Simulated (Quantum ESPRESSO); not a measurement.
A calculation with Quantum ESPRESSO 7.5 of ZrO (ASE script, Cartesian positions):

File run.py:

```python
import numpy as np
from ase.calculators.espresso import Espresso, EspressoProfile
from ase.io import read

atoms = read('ZrO.xyz')

input_data = {
    'control': {'calculation': 'scf', 'prefix': 'pwscf', 'outdir': './tmp', 'tprnfor': True, 'tstress': True, 'disk_io': 'nowf'},
    'system': {'ecutwfc': 55.0, 'ecutrho': 440.0, 'nbnd': 15, 'occupations': 'smearing', 'smearing': 'fd', 'degauss': 0.00367493},
    'electrons': {'conv_thr': 4e-10, 'electron_maxstep': 120, 'mixing_beta': 0.5},
}
pseudopotentials = {'O': 'O.pbe-n-kjpaw_psl.0.1.UPF', 'Zr': 'Zr_pbe_v1.uspp.F.UPF'}
profile = EspressoProfile(command='pw.x', pseudo_dir='pseudo')
dft = Espresso(profile=profile, input_data=input_data, pseudopotentials=pseudopotentials, kpts=(9, 9, 10), koffset=(0, 0, 0))
atoms.calc = dft

print(f'energy {atoms.get_potential_energy():.8f} eV')
print('forces (eV/A)')
print(np.round(atoms.get_forces(), 6))
print('stress (eV/A^3, Voigt)')
print(np.round(atoms.get_stress(), 8))
print(f'Fermi level {dft.get_fermi_level():.4f} eV')
```

File ZrO.xyz:

```xyz
2
Lattice="1.8266398600 -2.9188492700 0.0000000000 1.8266398600 2.9188492700 0.0000000000 0.0000000000 0.0000000000 2.6199383700" Properties=species:S:1:pos:R:3 pbc="T T T"
Zr     0.0000000000      0.0000000000      0.0000000000
O      1.8266398600      0.0000000000      0.0000000000
```

Potentials or basis: SSSP 1.3 efficiency PBE.

Run with:

```sh
$ OMP_NUM_THREADS=1 python run.py
```

The cell was built by a generator and needn't be a form met in nature.

Q: Write the same calculation in another form: native input, structure typed inline.

A: As run:

pw.in

```
&CONTROL
  calculation = 'scf'
  prefix = 'pwscf'
  outdir = './tmp'
  pseudo_dir = './pseudo'
  tprnfor = .true.
  tstress = .true.
  disk_io = 'nowf'
/
&SYSTEM
  ibrav = 0
  nat = 2
  ntyp = 2
  ecutwfc = 55
  ecutrho = 440
  nbnd = 15
  occupations = 'smearing'
  smearing = 'fd'
  degauss = 0.00367493
/
&ELECTRONS
  conv_thr = 4d-10
  electron_maxstep = 120
  mixing_beta = 0.5
/
ATOMIC_SPECIES
Zr    91.2240 Zr_pbe_v1.uspp.F.UPF
O     15.9990 O.pbe-n-kjpaw_psl.0.1.UPF
CELL_PARAMETERS angstrom
   1.8266398600   -2.9188492700    0.0000000000
   1.8266398600    2.9188492700    0.0000000000
   0.0000000000    0.0000000000    2.6199383700
ATOMIC_POSITIONS crystal
Zr     0.0000000000    0.0000000000    0.0000000000
O      0.5000000000    0.5000000000    0.0000000000
K_POINTS automatic
9 9 10 0 0 0
```

Potentials or basis: SSSP 1.3 efficiency PBE.

Command:

```bash
$ OMP_NUM_THREADS=1 pw.x -in pw.in > pw.out
```

Both were run:

|  | ASE script, Cartesian positions | native input, structure typed inline |
| --- | --- | --- |
| Pressure | 61.3 GPa | 61.3 GPa |
| Band gap on the k mesh | none (metal or under the smearing width) | none (metal or under the smearing width) |

Keys that steer only the numerical path or the files written may differ.

Caveat: a pressure of tens of GPa on the cell as given is suspect, and the run, the potentials or the cell itself is likely at fault.
